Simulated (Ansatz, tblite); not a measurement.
**SiEt2(OtBu)2 (C12H28O2Si): one state, many levels**

Aim: run the singlet of SiEt2(OtBu)2 (C12H28O2Si) at one geometry on many levels, and compare frontier levels, spin and run time.

Program: Ansatz 0.2.0, Gaussian basis. Level of theory: as each input shows. These are calculated values, not measurements.

The runs, in order: GFN1-xTB, GFN2-xTB, PBE-D4/def2-TZVP, r2SCAN-D4/def2-TZVP, revPBE-D4/def2-TZVP, r2SCANh-D4/def2-TZVP, ωB97M-V/def2-TZVP, PBE-D4/def2-SVP, PBE0-D4/def2-SVP, HF/6-31G, B3LYP-D4/6-31G, MP2/def2-SVP, RPA/def2-SVP.

## (1) The relaxed structure

The geometry is that of the singlet, from an earlier relaxation (r2SCAN-D4/def2-SVP).

43 atoms, charge 0, spin multiplicity 1.

Bond lengths: Si1–C2 1.878 Å, Si1–C9 1.886 Å, Si1–O16 1.662 Å, Si1–O30 1.674 Å, C2–C3 1.534 Å, C2–H4 1.107 Å, C2–H5 1.106 Å, C3–H6 1.102 Å, C3–H7 1.102 Å, C3–H8 1.102 Å, C9–C10 1.533 Å, C9–H11 1.106 Å, C9–H12 1.106 Å, C10–H13 1.103 Å, C10–H14 1.102 Å, C10–H15 1.102 Å, O16–C17 1.434 Å, C17–C18 1.530 Å and more. Angles: C2–Si1–C9 113.5°, C2–Si1–O16 104.4°, C2–Si1–O30 112.3°, C9–Si1–O16 110.0°, C9–Si1–O30 109.6°, O16–Si1–O30 106.7°, Si1–C2–C3 114.8°, Si1–C2–H4 109.7°, Si1–C2–H5 105.9°, C3–C2–H4 110.4°, C3–C2–H5 109.8°, H4–C2–H5 105.8°, C2–C3–H6 111.8°, C2–C3–H7 111.7°, C2–C3–H8 110.8°, H6–C3–H7 107.1°, H6–C3–H8 107.8°, H7–C3–H8 107.4° and more.

PBE0-D4/def2-TZVP was run before; its log isn't repeated, and its numbers join the tables.

## (2) GFN1-xTB

Tight binding, by tblite at 300 K electronic temperature and without a spin-polarisation term:

```python
tblite.interface.Calculator('GFN1-xTB', numbers, positions, charge=0, uhf=0).singlepoint()
```

Energy -1413.0313 eV, HOMO -10.81 eV, LUMO -4.01 eV; 0.067 s.

## (3) GFN2-xTB

Tight binding, by tblite at 300 K electronic temperature and without a spin-polarisation term:

```python
tblite.interface.Calculator('GFN2-xTB', numbers, positions, charge=0, uhf=0).singlepoint()
```

Energy -1359.0758 eV, HOMO -9.91 eV, LUMO -3.38 eV; 0.044 s.

## (4) PBE-D4/def2-TZVP

start.molden holds the orbitals of an earlier run on this state, given as this run's starting guess.

File in.yaml:

```yaml
crystal:
  periodic: [false, false, false]
  atoms:
    - {symbol: Si, position_ang: [0.462676, 0.297215, 0.385989]}
    - {symbol: C, position_ang: [0.718035, 0.511072, 2.233954]}
    - {symbol: C, position_ang: [1.047794, 1.941918, 2.676887]}
    - {symbol: H, position_ang: [1.497764, -0.190523, 2.586795]}
    - {symbol: H, position_ang: [-0.223352, 0.178712, 2.710621]}
    - {symbol: H, position_ang: [1.066539, 2.036529, 3.774994]}
    - {symbol: H, position_ang: [2.034437, 2.266039, 2.307013]}
    - {symbol: H, position_ang: [0.300677, 2.653444, 2.289827]}
    - {symbol: C, position_ang: [2.016065, 0.628975, -0.631428]}
    - {symbol: C, position_ang: [2.355745, 2.107383, -0.852611]}
    - {symbol: H, position_ang: [1.871730, 0.124909, -1.605503]}
    - {symbol: H, position_ang: [2.868874, 0.107146, -0.157527]}
    - {symbol: H, position_ang: [3.228585, 2.232993, -1.514474]}
    - {symbol: H, position_ang: [1.509290, 2.647881, -1.306138]}
    - {symbol: H, position_ang: [2.587324, 2.621447, 0.094126]}
    - {symbol: O, position_ang: [-0.716114, 1.404297, 0.000983]}
    - {symbol: C, position_ang: [-1.683645, 1.460761, -1.055424]}
    - {symbol: C, position_ang: [-2.886752, 0.611047, -0.642526]}
    - {symbol: C, position_ang: [-2.072639, 2.931313, -1.183221]}
    - {symbol: C, position_ang: [-1.085263, 0.944266, -2.366041]}
    - {symbol: H, position_ang: [-3.684682, 0.657669, -1.401083]}
    - {symbol: H, position_ang: [-2.575714, -0.436508, -0.513768]}
    - {symbol: H, position_ang: [-3.291573, 0.974592, 0.314927]}
    - {symbol: H, position_ang: [-2.457789, 3.303124, -0.221365]}
    - {symbol: H, position_ang: [-2.848687, 3.070495, -1.952205]}
    - {symbol: H, position_ang: [-1.193582, 3.535847, -1.456503]}
    - {symbol: H, position_ang: [-0.790753, -0.112164, -2.263900]}
    - {symbol: H, position_ang: [-0.199342, 1.535317, -2.648558]}
    - {symbol: H, position_ang: [-1.819792, 1.019134, -3.183548]}
    - {symbol: O, position_ang: [-0.149988, -1.212389, 0.001174]}
    - {symbol: C, position_ang: [0.204777, -2.557996, 0.324689]}
    - {symbol: C, position_ang: [-0.384382, -2.909107, 1.693568]}
    - {symbol: C, position_ang: [-0.421866, -3.427205, -0.765547]}
    - {symbol: C, position_ang: [1.726525, -2.729143, 0.331157]}
    - {symbol: H, position_ang: [-0.205384, -3.967607, 1.941393]}
    - {symbol: H, position_ang: [0.067584, -2.290768, 2.485377]}
    - {symbol: H, position_ang: [-1.471106, -2.728298, 1.692872]}
    - {symbol: H, position_ang: [-1.512420, -3.274092, -0.788553]}
    - {symbol: H, position_ang: [-0.219793, -4.495188, -0.588577]}
    - {symbol: H, position_ang: [-0.015307, -3.149633, -1.751045]}
    - {symbol: H, position_ang: [2.191382, -2.102037, 1.110614]}
    - {symbol: H, position_ang: [2.152586, -2.445125, -0.644343]}
    - {symbol: H, position_ang: [2.001555, -3.775711, 0.536987]}
basis:
  gaussian: {orbitals: def2-TZVP, fitting: {mean_field: def2-universal-jkfit}, initial_orbitals: start.molden}
hamiltonian: {xc: pbe, dispersion: d4}
scf: {omitted_lower_state_checks: [starts]}
output: {forces: true, orbitals: {seedname: orbitals}}
```

Command:

```
$ ansatz run in.yaml --threads 2 --pin off --events-out ev --progress --plain --max-ram 32768MiB --backend cuda --devices 0, --max-vram 18GiB
```

The runs that follow: r2SCAN-D4/def2-TZVP; revPBE-D4/def2-TZVP; r2SCANh-D4/def2-TZVP; ωB97M-V/def2-TZVP; PBE-D4/def2-SVP; PBE0-D4/def2-SVP; HF/6-31G; B3LYP-D4/6-31G; MP2/def2-SVP; RPA/def2-SVP.

Q: Predict the results of all the runs planned. Wanted: gap in def2-TZVP, named functionals, smallest and largest; correlation energy, MP2/def2-SVP; binding an atom, functionals in def2-TZVP; PBE0 total energy, smallest basis above largest.

**Answer**, as computed:

```
                                                 quantity                                 value
gap in def2-TZVP, named functionals, smallest and largest  5.78 eV (PBE-D4), 11.53 eV (ωB97M-V)
                         correlation energy, MP2/def2-SVP                             -60.01 eV
                binding an atom, functionals in def2-TZVP  4.16 (revPBE-D4) to 4.25 eV (PBE-D4)
          PBE0 total energy, smallest basis above largest        21.32 eV (def2-SVP, def2-TZVP)
```

Over the named functionals in def2-TZVP the gap runs from 5.78 eV (PBE-D4) to 11.53 eV (ωB97M-V); exact exchange widens it.
